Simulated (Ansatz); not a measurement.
**FH3MoO4: basis-set convergence**

An exercise on one series of results from a longer session: the logs are not shown, and one member is left open.

Method: one geometry, several basis sets; program: Ansatz 0.2.0, Gaussian basis.

Plan: PBE0-D4/def2-SVP; ωB97M-V/def2-SVP; PBE0-D4/def2-QZVPP; ωB97M-V/def2-QZVPP; the functionals' def2-TZVPP values are taken from earlier runs.

## The geometry

The geometry comes from an earlier relaxation with PBE0-D4 in a triple-zeta def2 set; it is a stationary point, not always the lowest conformer. Mo takes the def2 core potential; no spin-orbit term is included.

SMILES `[O]=[Mo]([OH])([OH])([OH])[F]`, 9 atoms, charge 0, spin multiplicity 1.

Atoms are counted from 1 here; the program's logs count them from 0.

Bond lengths: O1–Mo2 1.655 Å, Mo2–O3 1.881 Å, Mo2–O4 1.851 Å, Mo2–O5 1.881 Å, Mo2–F6 1.908 Å, O3–H7 0.962 Å, O4–H8 0.962 Å, O5–H9 0.962 Å. Angles: O1–Mo2–O3 109.7°, O1–Mo2–O4 102.7°, O1–Mo2–O5 109.7°, O1–Mo2–F6 101.5°, O3–Mo2–O4 91.3°, O3–Mo2–O5 138.9°, O3–Mo2–F6 80.6°, O4–Mo2–O5 91.3°, O4–Mo2–F6 155.8°, O5–Mo2–F6 80.6°, Mo2–O3–H7 117.2°, Mo2–O4–H8 127.4°, Mo2–O5–H9 117.2°.

Set-up of the first run:

Input file in.yaml:

```yaml
crystal:
  periodic: [false, false, false]
  atoms:
    - {symbol: O, position_ang: [-1.151770, 0.156369, -1.667502]}
    - {symbol: Mo, position_ang: [-0.219404, -0.005260, -0.309582]}
    - {symbol: O, position_ang: [1.517883, -0.540073, -0.793601]}
    - {symbol: O, position_ang: [-0.630401, -1.716439, 0.262943]}
    - {symbol: O, position_ang: [-1.112093, 0.747566, 1.165150]}
    - {symbol: F, position_ang: [0.657007, 1.688694, -0.245778]}
    - {symbol: H, position_ang: [2.184668, 0.149138, -0.870874]}
    - {symbol: H, position_ang: [-0.280658, -2.174177, 1.032795]}
    - {symbol: H, position_ang: [-0.876734, 1.647882, 1.409349]}
basis:
  gaussian: {orbitals: def2-SVP}
hamiltonian: {xc: pbe0, dispersion: d4}
output: {orbitals: {seedname: orbitals}}
```

Command:

```
$ ansatz run in.yaml --threads 4 --pin off --events-out ev --progress --plain --max-ram 11315MiB
```

Among the steps run: PBE0-D4 in def2-SVP; ωB97M-V in def2-SVP; PBE0-D4 in def2-QZVPP; ωB97M-V in def2-QZVPP.

One of the session's tables, all rows but one given; the rest of the session is left out.

It belongs to the step «Functionals by basis». 

```
functional       basis  HOMO (eV)  LUMO (eV)
   PBE0-D4    def2-SVP      -9.48      -3.60
   PBE0-D4  def2-TZVPP          ?          ?
   PBE0-D4  def2-QZVPP      -9.59      -3.61
   ωB97M-V    def2-SVP     -11.89      -1.42
   ωB97M-V  def2-TZVPP     -11.99      -1.43
   ωB97M-V  def2-QZVPP     -12.02      -1.46
```

**Question.** Estimate the row for PBE0-D4, def2-TZVPP.

**Answer.** HOMO (eV): -9.56; LUMO (eV): -3.60. In the column «HOMO (eV)» it lies between PBE0-D4, def2-QZVPP (-9.59) and PBE0-D4, def2-SVP (-9.48).
